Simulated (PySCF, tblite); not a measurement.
**C₆H₅O radical: geometry, infrared bands and EPR parameters**

What infrared bands and EPR parameters should C₆H₅O radical (`Oc1[c]cccc1`) show?

Programs: tblite 0.8.0 and PySCF 2.14.0, with density-fitted response routines of our own. Each step states its level of theory. These are calculated values for one molecule in the gas phase, unless marked as measured. Atoms are numbered from 0 throughout.

## Step 1: The molecule as given

12 atoms, charge 0, multiplicity 2; geometry from: force field or distance geometry start.

Bonds of the start (Å): O0–C1 1.38, C1–C2 1.37, C2–C3 1.39, C3–C4 1.39, C4–C5 1.37, C5–C6 1.40, C6–C1 1.38, O0–H7 1.01, C3–H8 1.07, C4–H9 1.10, C5–H10 1.07, C6–H11 1.08.

## Step 2: Geometry optimisation with GFN2-xTB

The job: settings as JSON, then the geometry in Å.

```
{"job": {"kind": "relax", "xc": "GFN2-xTB", "basis": "xTB"}, "charge": 0, "multiplicity": 2}
O      2.563000    -0.009200    -0.363900
C      1.196000     0.116700    -0.237500
C      0.518300     1.301600    -0.344600
C     -0.859200     1.373200    -0.209900
C     -1.567500     0.207300     0.080500
C     -0.922200    -0.998600     0.197900
C      0.471200    -1.022300     0.042400
H      3.199400     0.309700     0.350600
H     -1.411200     2.284400    -0.290400
H     -2.664400     0.283200     0.190200
H     -1.501800    -1.872500     0.411400
H      0.979700    -1.974100     0.147100
```

Launch:

```console
OMP_NUM_THREADS=1 python probes_run.py task.json out
```

This one command runs all jobs of the session in turn.

The program printed:

```text
step      E/eV     max force
  0    -525.95592    1.972
  1    -526.06412    0.988
  2    -526.10013    0.642
  3    -526.13126    0.434
  4    -526.14618    0.331
  5    -526.15721    0.370
  6    -526.16654    0.318
  7    -526.17424    0.236
  8    -526.17980    0.232
  9    -526.18424    0.240
 10    -526.18994    0.269
 11    -526.19909    0.365
 12    -526.21156    0.413
 13    -526.22857    0.421
 14    -526.25358    0.418
 15    -526.27827    0.564
 16    -526.26644    1.745
 17    -526.29331    1.279
 18    -526.32109    0.317
 19    -526.33468    0.221
 20    -526.34555    0.438
 21    -526.35165    0.291
 22    -526.36047    0.183
 23    -526.36508    0.203
 24    -526.36951    0.159
 25    -526.37172    0.214
 26    -526.37502    0.178
 27    -526.37817    0.138
 28    -526.38222    0.124
 29    -526.38399    0.105
 30    -526.38598    0.111
 31    -526.38711    0.080
 32    -526.38779    0.054
 33    -526.38816    0.057
 34    -526.38860    0.057
 35    -526.38911    0.067
 36    -526.38977    0.075
 37    -526.39051    0.072
 38    -526.39121    0.079
 39    -526.39174    0.068
 40    -526.39207    0.052
 41    -526.39228    0.034
 42    -526.39242    0.030
 43    -526.39251    0.026
 44    -526.39257    0.016
 45    -526.39261    0.015
 46    -526.39263    0.011
 47    -526.39264    0.007
```

Wall time 0.17 s (1 thread of Arm Neoverse V2, shared host).

The steps of the relaxation: (not every step is listed)

| step | energy from step 0 (eV) | largest force (eV/Å) |
| --- | --- | --- |
| 0 | 0.0000 | 1.9716 |
| 1 | -0.1082 | 0.9877 |
| 2 | -0.1442 | 0.6416 |
| 3 | -0.1753 | 0.4342 |
| 4 | -0.1903 | 0.3306 |
| 5 | -0.2013 | 0.3699 |
| 6 | -0.2106 | 0.3178 |
| 7 | -0.2183 | 0.2362 |
| 8 | -0.2239 | 0.2317 |
| 11 | -0.2432 | 0.3645 |
| 14 | -0.2977 | 0.4176 |
| 17 | -0.3374 | 1.2786 |
| 20 | -0.3896 | 0.4380 |
| 23 | -0.4092 | 0.2033 |
| 26 | -0.4191 | 0.1784 |
| 29 | -0.4281 | 0.1049 |
| 32 | -0.4319 | 0.0542 |
| 35 | -0.4332 | 0.0671 |
| 38 | -0.4353 | 0.0787 |
| 41 | -0.4364 | 0.0344 |
| 42 | -0.4365 | 0.0301 |
| 43 | -0.4366 | 0.0256 |
| 44 | -0.4366 | 0.0158 |
| 45 | -0.4367 | 0.0146 |
| 46 | -0.4367 | 0.0106 |
| 47 | -0.4367 | 0.0067 |

Close pairs (by a distance rule), those that changed most:

| bond | before (Å) | after (Å) | change (Å) |
| --- | --- | --- | --- |
| O0–H7 | 1.009 | 0.964 | -0.044 |
| C2–C3 | 1.386 | 1.359 | -0.027 |
| C4–H9 | 1.105 | 1.079 | -0.026 |
| C5–C6 | 1.402 | 1.381 | -0.021 |
| C1–C6 | 1.379 | 1.399 | +0.021 |
| O0–C1 | 1.379 | 1.359 | -0.019 |
| C3–H8 | 1.068 | 1.080 | +0.011 |
| C4–C5 | 1.373 | 1.383 | +0.010 |

The final coordinates are the input of the step that follows.

## Step 3: Vibrational analysis with GFN2-xTB

The job: settings as JSON, then the geometry in Å.

```
{"job": {"kind": "ir", "xc": "GFN2-xTB", "basis": "xTB"}, "charge": 0, "multiplicity": 2}
O      2.577838    -0.118470    -0.098160
C      1.226610     0.023738    -0.056872
C      0.564520     1.220868    -0.165823
C     -0.786380     1.365721    -0.125935
C     -1.565335     0.220105     0.039131
C     -0.941353    -1.008833     0.155239
C      0.434497    -1.118037     0.108281
H      2.987204     0.746814    -0.215747
H     -1.254370     2.334095    -0.219470
H     -2.640920     0.304014     0.073982
H     -1.537187    -1.900793     0.284257
H      0.936074    -2.069906     0.195089
```

The program printed:

```text
mode    cm-1     km/mol
  1     204.6      0.48
  2     364.9     12.39
  3     376.8      3.72
  4     409.6    164.53
  5     482.2      0.21
  6     487.1      7.72
  7     584.5      2.68
  8     610.1      5.47
  9     754.1     39.11
 10     810.7     23.87
 11     825.0      5.01
 12     883.2      1.05
 13     897.5      0.03
 14     961.7     25.06
 15    1064.9      9.56
 16    1096.5     73.73
 17    1136.6     84.88
 18    1157.1      0.62
 19    1227.3     99.72
 20    1260.7     74.83
 21    1302.8     11.83
 22    1423.5     40.66
 23    1445.9    119.86
 24    1524.4      7.40
 25    1619.6     82.28
 26    3070.9      0.29
 27    3073.7     22.62
 28    3084.9     47.53
 29    3091.0     14.08
 30    3525.1     32.33
```

Run time: 0.21 s. Hardware: 1 thread of Arm Neoverse V2, shared host.

Which atoms move in the most intense modes:

| cm⁻¹ | km/mol | atoms |
| --- | --- | --- |
| 410 | 164.5 | H7 84 % |
| 1096 | 73.7 | H7 34 %, H10 16 %, C3 12 % |
| 1137 | 84.9 | H11 37 %, H7 18 %, H8 12 %, H10 11 % |
| 1227 | 99.7 | H8 35 %, H7 14 % |
| 1261 | 74.8 | H10 25 %, C1 24 %, C6 15 % |
| 1446 | 119.9 | C5 27 %, C1 23 %, C2 11 % |
| 1620 | 82.3 | C2 33 %, C5 20 %, C1 14 %, C3 13 % |
| 3085 | 47.5 | H9 44 %, H11 37 % |

## Step 4: g tensor and hyperfine couplings: B3LYP/pcH-1

Settings changed since step 3:

```diff
@@ -1,2 +1,2 @@
-{"job": {"kind": "ir", "xc": "GFN2-xTB", "basis": "xTB"}, "charge": 0, "multiplicity": 2}
+{"job": {"kind": "epr", "basis": "pcH-1"}, "charge": 0, "multiplicity": 2}
 O      2.577838    -0.118470    -0.098160
```

Level: UKS B3LYP, pcH-1 on C H O, non-relativistic, mean-field spin-orbit, GIAO.

The program printed:

```text
UKS, coarse grid
  cycle   1  E = -306.71523930  |g| = 4.72e-01
  cycle   2  E = -306.62993104  |g| = 6.86e-01
  cycle   3  E = -306.79855524  |g| = 9.17e-02
  cycle   4  E = -306.80218701  |g| = 3.42e-02
  cycle   5  E = -306.80279476  |g| = 1.08e-02
  cycle   6  E = -306.80285342  |g| = 5.12e-03
  cycle   7  E = -306.80287374  |g| = 1.82e-03
  cycle   8  E = -306.80287818  |g| = 1.22e-03
  cycle   9  E = -306.80288041  |g| = 4.30e-04
UKS, final grid
  cycle   1  E = -306.80289324  |g| = 3.53e-04
  cycle   2  E = -306.80289342  |g| = 4.18e-04
  cycle   3  E = -306.80289354  |g| = 1.57e-04
  cycle   4  E = -306.80289362  |g| = 1.54e-04
  cycle   5  E = -306.80289366  |g| = 2.79e-05
  cycle   6  E = -306.80289366  |g| = 7.03e-06
E = -306.80289366 Eh   <S^2> = 0.7567 (exact 0.7500)
g shifts (ppm)      1          2          3
  rmc          -158       -158       -158
  gc             25         10         10
  oz_so        -309         27        511
  total        -442       -121        363
hyperfine (MHz)  atom isotope    a_iso     a_fc   dipolar eigenvalues
    0   17O     -12.73     -12.73     -6.57      1.67      4.90
    1   13C      -1.72      -1.72    -15.11     -5.57     20.67
    2   13C     366.79     366.79    -77.25    -60.67    137.93
    3   13C       5.10       5.10    -13.20     -1.67     14.88
    4   13C      45.42      45.42     -6.42     -2.74      9.16
    5   13C      -4.27      -4.27     -5.90      2.16      3.75
    6   13C      25.89      25.89     -5.18     -1.90      7.08
    7    1H       0.68       0.68     -6.37     -4.05     10.41
    8    1H      64.39      64.39     -6.77     -5.57     12.34
    9    1H      12.34      12.34     -3.20     -2.19      5.38
   10    1H       4.91       4.91     -1.61      0.20      1.41
   11    1H      28.87      28.87     -2.91     -1.84      4.75
```

It took 39 s on 1 thread of Arm Neoverse V2, shared host; peak memory 0.88 GiB.

Principal g values 2.00188, 2.00220, 2.00268; g(iso) = 2.00225, against 2.00232 for a free electron.

Hyperfine couplings, nucleus by nucleus at this fixed geometry (no averaging over rotations):

| nuclei | isotope | a(iso) (MHz) | a(iso) (G, at g = 2.0023) | largest dipolar term (MHz) |
| --- | --- | --- | --- | --- |
| C2 | 13C | 366.8 | 130.9 | 137.9 |
| H8 | 1H | 64.4 | 23.0 | 12.3 |
| C4 | 13C | 45.4 | 16.2 | 9.2 |
| H11 | 1H | 28.9 | 10.3 | 4.8 |
| C6 | 13C | 25.9 | 9.2 | 7.1 |
| O0 | 17O | -12.7 | -4.5 | -6.6 |
| H9 | 1H | 12.3 | 4.4 | 5.4 |
| C3 | 13C | 5.1 | 1.8 | 14.9 |
| H10 | 1H | 4.9 | 1.8 | -1.6 |
| C5 | 13C | -4.3 | -1.5 | -5.9 |
| C1 | 13C | -1.7 | -0.6 | 20.7 |
| H7 | 1H | 0.7 | 0.2 | 10.4 |

Mulliken spin populations:

| atom | value (e) |
| --- | --- |
| O0 | 0.01 |
| C1 | -0.07 |
| C2 | 1.00 |
| C3 | -0.07 |
| C4 | 0.06 |
| C5 | -0.04 |
| C6 | 0.04 |
| H7 | 0.01 |
| H8 | 0.02 |
| H9 | 0.01 |
| H10 | 0.00 |
| H11 | 0.01 |

In first order the couplings over 0.8 MHz of 1H give 16 distinct lines over 39.4 G.

The fields below are evaluated on a grid from the run's orbitals.

ELF in a plane through or near 12 of the atoms.

Ten even steps from ' ' (0.00) to '@' (1.00):
```
                                                        
                                                        
                                                        
                    ::--        ..==--..                
                ==%%@@@@%%    ::@@@@@@@@::              
                **@@@@@@@@::  ==@@@@@@@@==              
                ..**@@@@%%++==++@@@@@@##..              
          ..--..    ++##--==%%::::##==..                
        ::**%%%%--..++%%--++%%----%%==--++##**..        
        ::**%%####**--++%%--::==%%++==%%@@@@@@++        
        ..==##--##%%----**..  ::**++::@@@@@@@@**        
        ..**@@%%++--++%%##++**++%%%%++**@@@@@@--        
        ==%%@@%%..  ++**++--@@--++++--                  
        ..##%%--  ..##@@**####==**@@##==                
                  ==%%%%%%==..++@@@@@@@@--              
                ..--**##++..  --@@@@@@@@==              
                    ....        ++%%##==                
                                                        
                                                        
                                                        
```
The map spans 11.1 Å across and 9.7 Å up, centred on the molecule. Atoms in the plane (x, y in Å): O0 (-2.6, -0.1), C1 (-1.2, -0.1), C2 (-0.5, -1.3), C3 (0.9, -1.3), C4 (1.6, -0.1), C5 (0.9, 1.1), C6 (-0.5, 1.1), H7 (-2.9, -1.0), H8 (1.4, -2.3), H9 (2.7, -0.1), H10 (1.4, 2.0), H11 (-1.1, 2.0).

log10 of the density (e/Å³) in the same plane.

Values, 10 rows by 14 columns:
```
-4.0 -4.0 -4.0 -4.0 -4.0 -4.0 -4.0 -4.0 -4.0 -4.0 -4.0 -4.0 -4.0 -4.0
-4.0 -4.0 -4.0 -4.0 -3.7 -3.2 -3.1 -3.3 -3.1 -3.2 -3.7 -4.0 -4.0 -4.0
-4.0 -4.0 -4.0 -3.6 -2.2 -1.3 -1.2 -1.8 -1.2 -1.3 -2.3 -3.8 -4.0 -4.0
-4.0 -4.0 -3.4 -2.3 -1.5 -0.2  0.1 -0.3  0.2 -0.4 -1.7 -3.1 -4.0 -4.0
-4.0 -3.4 -1.7 -0.4 -0.4 -0.2  0.4  0.1  0.4 -0.3 -0.9 -1.8 -3.2 -4.0
-4.0 -2.9 -1.4  0.4  0.5  0.8  0.1 -0.7  0.1  0.4  0.2 -1.2 -2.9 -4.0
-4.0 -3.3 -1.8 -0.4 -0.9 -0.5  1.5  0.3  1.5 -0.5 -1.4 -2.3 -3.5 -4.0
-4.0 -4.0 -3.3 -2.6 -2.1 -1.3 -0.8 -0.9 -0.1 -0.5 -1.8 -3.4 -4.0 -4.0
-4.0 -4.0 -4.0 -4.0 -3.3 -2.6 -2.4 -2.4 -1.8 -1.9 -2.8 -4.0 -4.0 -4.0
-4.0 -4.0 -4.0 -4.0 -4.0 -4.0 -4.0 -4.0 -3.7 -3.8 -4.0 -4.0 -4.0 -4.0
```
The map spans 11.1 Å across and 9.7 Å up, centred on the molecule. Atoms in the plane (x, y in Å): O0 (-2.6, -0.1), C1 (-1.2, -0.1), C2 (-0.5, -1.3), C3 (0.9, -1.3), C4 (1.6, -0.1), C5 (0.9, 1.1), C6 (-0.5, 1.1), H7 (-2.9, -1.0), H8 (1.4, -2.3), H9 (2.7, -0.1), H10 (1.4, 2.0), H11 (-1.1, 2.0).

On the surface of density 0.002 e/bohr³ the electrostatic potential runs, from the 1st to the 99th percentile, from -1.14 V near O0 to 2.40 V near H7.

The spin density lies nearest to C2 73 %.

## Step 5: Summary of results

```
                                                                  quantity                 value
                                 strongest single infrared mode (GFN2-xTB)  410 cm⁻¹, 165 km/mol
                                              zero-point energy (GFN2-xTB)         55.4 kcal/mol
                                                            g(iso) (B3LYP)               2.00225
                                                                      ⟨S²⟩    0.757 (exact 0.75)
                                                            largest a(iso)  13C on C2, 366.8 MHz
potential on the surface of density 0.002 e/bohr³, 1st and 99th percentile    -1.14 V and 2.40 V
```

In words: The optimisation took 47 steps and gained 0.437 eV; among the close pairs (by a distance rule), O0–H7 changed most, from 1.009 to 0.964 Å. All 30 modes are real, so the xTB geometry is a minimum. The strongest single mode, at 410 cm⁻¹, moves mainly H7. Unscaled tight-binding wavenumbers are off by several per cent, some by more. Its intensities can rank the bands wrongly. C2 carries the largest spin population, 1.00 e. The isotropic g lies 0.1 ppt below the free-electron value. These values are for one conformer; the search (at its own cheap level) found 1 more, at 1.12 kcal/mol, and measured spectra average over such forms.
